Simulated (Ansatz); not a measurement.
Cl₂H₂SSi, SMILES S[SiH](Cl)Cl, a short molecular-dynamics run

Program: the Python package of Ansatz (0.2.0).

`cl2h2ssi.xyz`
```text
6

S    -1.39920    0.79140   -0.45870
Si    0.29010   -0.08890    0.34050
Cl   -0.05630   -0.62850    2.26760
Cl    0.76740   -1.79570   -0.68680
H    -1.02650    0.82410   -1.75980
H     1.46660    0.83360    0.25100
```

Run as a notebook:

```python
import ansatz as az
import numpy as np
```

```python
BASIS_SET = "6-31G"
FUNCTIONAL = "hf"
N_STEPS = 20
TEMPERATURE_K = 200
```

```python
system = az.Crystal.molecule_from_extxyz("cl2h2ssi.xyz")
```

```python
model = system.calculation()
model = model.basis(gaussian=BASIS_SET).functional(FUNCTIONAL)
symbols = [site.symbol for site in system.cartesian_sites]
start = np.array([site.position_ang for site in system.cartesian_sites], dtype=float)
rep = model.relax(force_tolerance=0.02).run().report
end = np.array(rep["positions_ang"])
minimum = az.Crystal.molecule()
for symbol, place in zip(symbols, end):
    minimum = minimum.atom(symbol, place.tolist())
```

```python
model = (
    minimum.calculation()
    .basis(gaussian=BASIS_SET)
    .functional(FUNCTIONAL)
    .md("nvt_langevin", timestep=0.5, steps=N_STEPS, temperature=TEMPERATURE_K, initial_velocities="maxwell_boltzmann", seed=16, friction=0.02)
)
frames = []
out = model.session().plan().execute(on_event=lambda e: frames.append(e["data"]) if e["event"] == "md_step" else None)
print("t (fs)   E_pot (eV)      E_kin (eV)   T (K)   d(0-1) (A)")
for f in frames[::1]:
    xyz = np.array(f["positions_ang"])
    print(f"{f['time_fs']:6.2f} {f['lagrangian_ev']:14.5f} {f['e_kin_ev']:10.5f} {f['temperature_k']:8.1f} {np.linalg.norm(xyz[0] - xyz[1]):9.4f}")
print("mean temperature", round(float(np.mean([f["temperature_k"] for f in frames])), 1), "K")
```

    t (fs)   E_pot (eV)      E_kin (eV)   T (K)   d(0-1) (A)
      0.00   -43716.05989    0.12926    166.7    2.2097
      0.50   -43716.05830    0.13605    175.4    2.2104
      1.00   -43716.05395    0.13603    175.4    2.2111
      1.50   -43716.04746    0.12815    165.2    2.2119
      2.00   -43716.04038    0.12326    158.9    2.2127
      2.50   -43716.03325    0.11261    145.2    2.2135
      3.00   -43716.02658    0.09168    118.2    2.2142
      3.50   -43716.02230    0.08000    103.2    2.2148
      4.00   -43716.02046    0.08391    108.2    2.2153
      4.50   -43716.02034    0.09901    127.7    2.2160
      5.00   -43716.02225    0.11014    142.0    2.2171
      5.50   -43716.02604    0.12075    155.7    2.2185
      6.00   -43716.02923    0.12234    157.7    2.2200
      6.50   -43716.02918    0.13484    173.9    2.2217
      7.00   -43716.02395    0.13226    170.5    2.2232
      7.50   -43716.01305    0.12234    157.7    2.2247
      8.00   -43715.99788    0.10130    130.6    2.2259
      8.50   -43715.98148    0.08253    106.4    2.2269
      9.00   -43715.96677    0.07603     98.0    2.2278
      9.50   -43715.95723    0.06861     88.5    2.2286
     10.00   -43715.95337    0.06666     86.0    2.2294
    mean temperature 138.6 K

Reading the output:
- Total energies depend on the basis set; only differences at equal settings carry meaning.
- The trajectory is only some femtoseconds long, so its temperature is not equilibrated; where the script doesn't relax first, it starts from a rough generated geometry.
- The printed temperature counts all 3N degrees of freedom under Langevin dynamics, so the first row lies under the target.
- Hardware and time: 37 s on 1 thread of Arm Neoverse V1 (shared host), peak memory 0.19 GiB.
